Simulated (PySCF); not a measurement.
# ZnO+: bond curves at several levels of theory

The task here is to estimate one member of a computed series from the others.

Method: Zn def2-SVPD, O def2-SVPD, no relativity; program: PySCF 2.14.0.

Set-up of the first run:

Settings of the job:

```json
{
  "atoms": "Zn, O",
  "charge": "1",
  "basis": "Zn def2-SVPD, O def2-SVPD",
  "Hamiltonian": "no relativity",
  "basis functions": "57",
  "electrons treated": "37",
  "masses in u": "63.9291, 15.9949",
  "levels": "PBE0, PBE, r²SCAN, M06-2X, BHandHLYP, M06-L, ωB97X, HF, MP2, SCS-MP2",
  "grid": "80 radial by 434 angular points",
  "occupations": "held fixed by the projection of orbital angular momentum",
  "dissociation limit": "Zn+ + O, each in its ground configuration",
  "starting distance in angstrom": "1.890",
  "values of 2S to try": "1, 3"
}
```

Launch:

```sh
$ OMP_NUM_THREADS=1 python dia.py task.json out
```

Steps of the session up to this table: Input; The PBE0 curve of the state that the search chose; Higher solutions at PBE0; PBE; r²SCAN; M06-2X (hybrid meta-GGA); BHandHLYP (global hybrid GGA); M06-L (meta-GGA); ωB97X (range-separated hybrid); ROHF (mean field).

One table of the session follows, with a row left open; its other results are not shown here.

It belongs to the step «The curves together». Energy (eV) from each level's lowest point:

```
R (Å)   ROHF  ROHF-MP2  ROHF-SCS-MP2    PBE  r²SCAN
1.555  1.085     1.031         1.070  0.938   0.866
1.627  0.470     0.465         0.490  0.421   0.362
1.700  0.138     0.152         0.165  0.136   0.099
1.754  0.026     0.038         0.044  0.033   0.014
1.808  0.000     0.000         0.000  0.000   0.000
1.862      ?         ?             ?      ?       ?
1.935  0.170     0.116         0.101  0.105   0.149
2.025  0.415     0.307         0.279  0.275   0.344
2.133  0.779     0.596         0.552  0.527   0.610
2.278  1.319     1.023         0.950  0.884   0.951
```

**Question.** Estimate the row for R (Å) = 1.862.

Worked estimate for «ROHF». A straight line through the neighbours (1.808, 0.000) and (1.935, 0.170) gives 0.000 + (0.170 − 0.000) × (1.862 − 1.808) / (1.935 − 1.808) = 0.072; a parabola fitted to 4 rows on both sides gives 0.045.

**Answer.** ROHF: 0.040; ROHF-MP2: 0.021; ROHF-SCS-MP2: 0.015; PBE: 0.020; r²SCAN: 0.039. In «ROHF» the line misses by +0.032 and the parabola by +0.005.
